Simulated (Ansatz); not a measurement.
# Zn3CdSe4: the cost of one run

Method: DFT PBEsol, scalar-relativistic, plane waves, PAW, and further levels as typed in the inputs, in Ansatz 0.2.0.

### Step 1. Starting point

It takes space group Amm2 (No. 38, orthorhombic). Conventional cell: a = 4.080 Å, b = 8.160 Å, c = 11.540 Å, α = 90.00°, β = 90.00°, γ = 90.00°. Zn (site symmetry m) is surrounded by 4 Se at 2.50 Å. Around Cd (site symmetry mm2) lie 4 Se at 2.50 Å. Around Zn (site symmetry mm2) lie 4 Se at 2.50 Å. Around Se (site symmetry mm2) lie 2 Zn at 2.50 Å and 2 Cd at 2.50 Å. Around Se (site symmetry mm2) lie 4 Zn at 2.50 Å. Se (site symmetry m) is surrounded by 3 Zn at 2.50 Å and 1 Cd at 2.50 Å.

As a file:

```xyz
16
Lattice="0.0000 5.7702 5.7702 5.7702 0.0000 5.7702 5.7702 5.7702 0.0000" Properties=species:S:1:pos:R:3 pbc="T T T"
Zn    0.0000    0.0000    0.0000
Zn    2.8851    2.8851    0.0000
Cd    2.8851    0.0000    2.8851
Zn    5.7702    2.8851    2.8851
Se    1.4425    1.4425    1.4425
Se    4.3277    4.3277    1.4425
Se    4.3277    1.4425    4.3277
Se    7.2127    4.3277    4.3277
Cd    0.0000    2.8851    2.8851
Zn    2.8851    5.7702    2.8851
Zn    2.8851    2.8851    5.7702
Zn    5.7702    5.7702    5.7702
Se    1.4425    4.3277    4.3277
Se    4.3277    7.2127    4.3277
Se    4.3277    4.3277    7.2127
Se    7.2127    7.2127    7.2127
```

### Step 2. Relaxing the atoms: Zn3CdSe4, no spin

Contents of input.yaml:

```yaml
crystal:
  lattice:
    - [0.0, 5.7702, 5.7702]
    - [5.7702, 0.0, 5.7702]
    - [5.7702, 5.7702, 0.0]
  atoms:
    - { symbol: Zn, position: [0.0, 0.0, 0.0] }
    - { symbol: Zn, position: [0.0, 0.0, 0.5] }
    - { symbol: Cd, position: [0.0, 0.5, 0.0] }
    - { symbol: Zn, position: [0.0, 0.5, 0.5] }
    - { symbol: Se, position: [0.125, 0.125, 0.125] }
    - { symbol: Se, position: [0.125, 0.125, 0.625] }
    - { symbol: Se, position: [0.125, 0.625, 0.125] }
    - { symbol: Se, position: [0.125, 0.625, 0.625] }
    - { symbol: Cd, position: [0.5, 0.0, 0.0] }
    - { symbol: Zn, position: [0.5, 0.0, 0.5] }
    - { symbol: Zn, position: [0.5, 0.5, 0.0] }
    - { symbol: Zn, position: [0.5, 0.5, 0.5] }
    - { symbol: Se, position: [0.625, 0.125, 0.125] }
    - { symbol: Se, position: [0.625, 0.125, 0.625] }
    - { symbol: Se, position: [0.625, 0.625, 0.125] }
    - { symbol: Se, position: [0.625, 0.625, 0.625] }
scf:
  occupations: { method: gaussian, width: 0.01 }
output:
  forces: true
  stress: true
hamiltonian:
  xc: pbesol
kpoints:
  mp_grid: { grid: [3, 3, 3] }
relax:
  f_tol: 0.005
```

Launch:

```
ansatz run input.yaml --threads 16 --pin off --max-ram 49152MiB --backend cpu --events-out ev --progress --plain --runs-dir out
```

Q: Estimate wall time and peak memory on 16 threads of Arm Neoverse V2, shared host.

About 19 s, with a peak of 2.1 GiB.
